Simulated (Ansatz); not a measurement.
# C₄H₁₁GaO: up Jacob's ladder to CCSD(T)

The task here is to estimate one member of a computed series from the others.

Computed with Ansatz 0.2.0, Gaussian basis. Level: functionals in def2-TZVPP, the program's frozen cores in correlated methods.

Levels to be run: LDA (SPW92), PBE-D4, revPBE-D4, BLYP-D4, r2SCAN-D4, B97M-V, PBE0-D4, B3LYP-D4, r2SCANh-D4, r2SCAN0-D4, HSE06-D4, BHLYP-D4, CAM-B3LYP-D4, LC-ωPBE, ωB97X-V, ωB97M-V, B2PLYP, PBE-QIDH; CCSD(T)/def2-SVP; CCSD(T)/def2-TZVPP; MP2/def2-QZVPP; extrapolation to the limit; RPA on PBE.

### The geometry

All runs share one geometry, relaxed beforehand with PBE0-D4 in a triple-zeta def2 set.

SMILES `C[C](C)([GaH2])CO`, 17 atoms, charge 0, spin multiplicity 1.

Atoms are counted from 1 here; the program's logs count them from 0.

Bond lengths: C1–C2 1.523 Å, C1–H7 1.093 Å, C1–H8 1.099 Å, C1–H9 1.093 Å, C2–C3 1.518 Å, C2–Ga4 2.028 Å, C2–C5 1.517 Å, C3–H10 1.093 Å, C3–H11 1.094 Å, C3–H12 1.099 Å, Ga4–H13 1.581 Å, Ga4–H14 1.573 Å, C5–O6 1.456 Å, C5–H15 1.098 Å, C5–H16 1.095 Å, O6–H17 0.961 Å. Angles: C2–C1–H7 111.3°, C2–C1–H8 111.1°, C2–C1–H9 112.0°, H7–C1–H8 107.3°, H7–C1–H9 107.2°, H8–C1–H9 107.7°, C1–C2–C3 111.0°, C1–C2–Ga4 111.8°, C1–C2–C5 110.8°, C3–C2–Ga4 117.8°, C3–C2–C5 111.7°, Ga4–C2–C5 92.3°, C2–C3–H10 110.9°, C2–C3–H11 112.1°, C2–C3–H12 111.7°, H10–C3–H11 107.5°, H10–C3–H12 106.6°, H11–C3–H12 107.7° and more.

Set-up of the first run:

in.yaml reads:

```yaml
crystal:
  periodic: [false, false, false]
  atoms:
    - {symbol: C, position_ang: [-1.209155, -0.883669, -0.725246]}
    - {symbol: C, position_ang: [-0.121264, -0.258789, 0.137725]}
    - {symbol: C, position_ang: [-0.155070, -0.822547, 1.546869]}
    - {symbol: Ga, position_ang: [1.665102, -0.210392, -0.820476]}
    - {symbol: C, position_ang: [-0.234061, 1.253893, 0.135172]}
    - {symbol: O, position_ang: [0.508219, 1.669310, -1.046089]}
    - {symbol: H, position_ang: [-1.060531, -1.961292, -0.833183]}
    - {symbol: H, position_ang: [-2.203134, -0.733407, -0.279994]}
    - {symbol: H, position_ang: [-1.228342, -0.457741, -1.731977]}
    - {symbol: H, position_ang: [-0.026757, -1.908143, 1.536550]}
    - {symbol: H, position_ang: [0.634683, -0.404235, 2.177351]}
    - {symbol: H, position_ang: [-1.117026, -0.623780, 2.040482]}
    - {symbol: H, position_ang: [2.921871, 0.269370, 0.010235]}
    - {symbol: H, position_ang: [1.839866, -0.825876, -2.257440]}
    - {symbol: H, position_ang: [-1.260492, 1.634495, 0.055864]}
    - {symbol: H, position_ang: [0.239774, 1.682815, 1.023948]}
    - {symbol: H, position_ang: [0.806308, 2.580006, -0.969799]}
basis:
  gaussian: {orbitals: def2-TZVPP}
hamiltonian: {xc: lda}
output: {orbitals: {seedname: orbitals}}
```

Run with:

```bash
$ ansatz run in.yaml --threads 2 --pin off --events-out ev --progress --plain --max-ram 32768MiB --backend cuda --devices 0, --max-vram 18GiB
```

Steps of the session up to this table: LDA; PBE-D4 (GGA); revPBE-D4 (GGA); BLYP-D4 (GGA); r2SCAN-D4 (meta-GGA); B97M-V (meta-GGA); PBE0-D4 (hybrid); B3LYP-D4 (hybrid); r2SCANh-D4 (hybrid); r2SCAN0-D4 (hybrid); HSE06-D4 (hybrid); BHLYP-D4 (hybrid); CAM-B3LYP-D4 (range-separated); LC-ωPBE (range-separated); ωB97X-V (range-separated); ωB97M-V (range-separated); B2PLYP (double hybrid); PBE-QIDH (double hybrid).

One of the session's tables, all rows but one given; the rest of the session is left out.

It belongs to the step «Frontier levels by functional». 

| functional | HOMO (eV) | gap (eV) |
| --- | --- | --- |
| LDA (SPW92) | -5.65 | 4.15 |
| PBE-D4 | -5.53 | 4.28 |
| revPBE-D4 | -5.48 | 4.35 |
| BLYP-D4 | -5.43 | 4.22 |
| r2SCAN-D4 | -5.73 | 4.87 |
| B97M-V | -5.84 | 4.70 |
| PBE0-D4 | -6.65 | 6.23 |
| B3LYP-D4 | -6.47 | 5.77 |
| r2SCANh-D4 | -6.15 | 5.56 |
| r2SCAN0-D4 | -6.78 | 6.60 |
| HSE06-D4 | -6.25 | 5.46 |
| BHLYP-D4 | -7.70 | 8.02 |
| CAM-B3LYP-D4 | ? | ? |
| LC-ωPBE | -9.23 | 10.90 |
| ωB97X-V | -8.92 | 10.38 |
| ωB97M-V | -8.80 | 9.92 |

Q: Estimate the row for CAM-B3LYP-D4 from the others.

The run gave: HOMO (eV): -7.95; gap (eV): 8.39. In the column «HOMO (eV)» it lies between ωB97M-V (-8.80) and BHLYP-D4 (-7.70).
